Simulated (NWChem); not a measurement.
**KLi (Lithium Potassium) at B2PLYP/def2-TZVP**

Aim: the vertical singlet–triplet gap of KLi (Lithium Potassium) at B2PLYP/def2-TZVP, from 2 runs. 

The calculation is run with NWChem 7.3.0.

4 further runs of the same task are left out: 4 set aside as unsound or not needed.

## Step 1: The system as given

KLi: 2 atoms, total charge 0, spin state singlet. As SMILES, `[Li][K]`. The bond length is the measured one.

Bond lengths: Li1–K2 3.270 Å.

## Step 2: A single-point energy at B2PLYP/def2-TZVP

mol.nw

```
start mol
title "KLi"
memory stack 880 mb heap 220 mb global 1100 mb

geometry units bohr noautosym nocenter noautoz
  Li  0.00000000  0.00000000  0.00000000
  K   0.00000000  0.00000000  6.17940443
end

basis spherical bse
  Li library def2-TZVP
  K library def2-TZVP
end

dft
  xc hfexch 0.53 becke88 0.47 lyp 0.73 mp2 0.27
  dftmp2 semidirect
  grid xfine
  convergence energy 1e-08
  iterations 100
  mulliken
  print low
end

mp2
  freeze core 5
end

task dft
```

The run is started by

```sh
$ nwchem mol.nw > mol.out
```

The log of the run:

```text
[...]
 d= 0,ls=0.0,diis     1   -607.1911326752 -6.16D+02  6.32D-03  5.20D-02     0.5
[...]
 d= 0,ls=0.0,diis     7   -607.1949353120 -3.98D-09  2.31D-06  2.54D-10     3.2
         Total DFT energy =     -607.194935311960
      One electron energy =     -852.317080372404
           Coulomb energy =      270.961439688630
    Exchange-Corr. energy =      -35.063484539316
 Nuclear repulsion energy =        9.224189911130
[...]
      Total Density - Mulliken Population Analysis
     ---------------------------------------------
    Atom       Charge   Shell Charges
 -----------   ------   -------------------------------------------------------
    1 Li   3     3.11   0.36  1.28  0.34  0.47  0.63  0.00  0.00  0.03
    2 K   19    18.89   2.00  2.00  1.20  0.78  0.67  0.16  5.99  4.58  1.41  0.08  0.00  0.01  0.01
[...]
  Basis functions       =     47
[...]
```

Run time: 4.5 s. Hardware: 1 thread of Intel Xeon Platinum 8488C (Sapphire Rapids), shared host; peak memory 0.12 GiB.

## Step 3: The triplet at the same level

calc.nw

```
start calc
memory 2200 mb

geometry units au noautosym nocenter noautoz
   Li  0.00000000  0.00000000  0.00000000
   K   0.00000000  0.00000000  6.17940443
end

basis "ao basis" spherical bse
   * library def2-TZVP
end

dft
   xc hfexch 0.53 becke88 0.47 lyp 0.73 mp2 0.27
   dftmp2 semidirect
   mult 3
   grid xfine
   convergence energy 1e-08
   maxiter 100
   mulliken
end

mp2
   freeze core 5
end

task dft energy
```

The run is started by

```sh
$ nwchem calc.nw > calc.out
```

The log of the run:

```text
[...]
          Wavefunction type:  spin polarized.
          No. of atoms     :     2
          No. of electrons :    22
[...]
          Charge           :     0
          Spin multiplicity:     3
[...]
          AO basis - number of functions:    47
[...]
              XC Information
              --------------
                     Hartree-Fock (Exact) Exchange  0.530
                    Becke 1988 Exchange Functional  0.470
              Lee-Yang-Parr Correlation Functional  0.730
[...]
 d= 0,ls=0.0,diis     1   -607.1548026381 -6.16D+02  2.50D-02  1.53D-02     0.6
[...]
 d= 0,ls=0.0,diis    10   -607.1666898281 -1.37D-09  2.45D-06  1.50D-11     5.5
[...]
         Total DFT energy =     -607.166689828101
      One electron energy =     -851.951378527183
           Coulomb energy =      270.627547925560
    Exchange-Corr. energy =      -35.067049137608
 Nuclear repulsion energy =        9.224189911130
[...]
      Total Density - Mulliken Population Analysis
     ---------------------------------------------
    Atom       Charge   Shell Charges
 -----------   ------   -------------------------------------------------------
    1 Li   3     2.99   0.36  1.28  0.33  0.52  0.38  0.00  0.01  0.10
    2 K   19    19.01   2.00  2.00  1.20  0.78  0.77  0.16  5.99  4.58  1.41  0.10  0.00  0.01  0.01
[...]
      <S2> =      2.0001 (Exact =     2.0000)
[...]
  Basis functions       =     47
[...]
```

Wall time 7.2 s (1 thread of Intel Xeon Platinum 8488C (Sapphire Rapids), shared host); peak memory 0.12 GiB.

## Step 4: Summary of results

Level: B2PLYP/def2-TZVP, 5 core orbitals frozen.

| quantity | value |
| --- | --- |
| singlet: total energy | -607.26150 Eh |
| triplet: total energy | -607.22771 Eh |
| triplet: dipole moment (SCF part) | 0.09 D |
| triplet: HOMO energy (SCF part's orbitals) (highest over α and β) | -2.91 eV |
| triplet: LUMO energy (SCF part's orbitals) (lowest over α and β) | -1.32 eV |
| triplet: ⟨S²⟩ | 2.000 |
| vertical energy of the triplet above the singlet | 0.919 eV |

What this shows: At this shape the triplet lies 0.92 eV (88.7 kJ/mol) above the singlet.
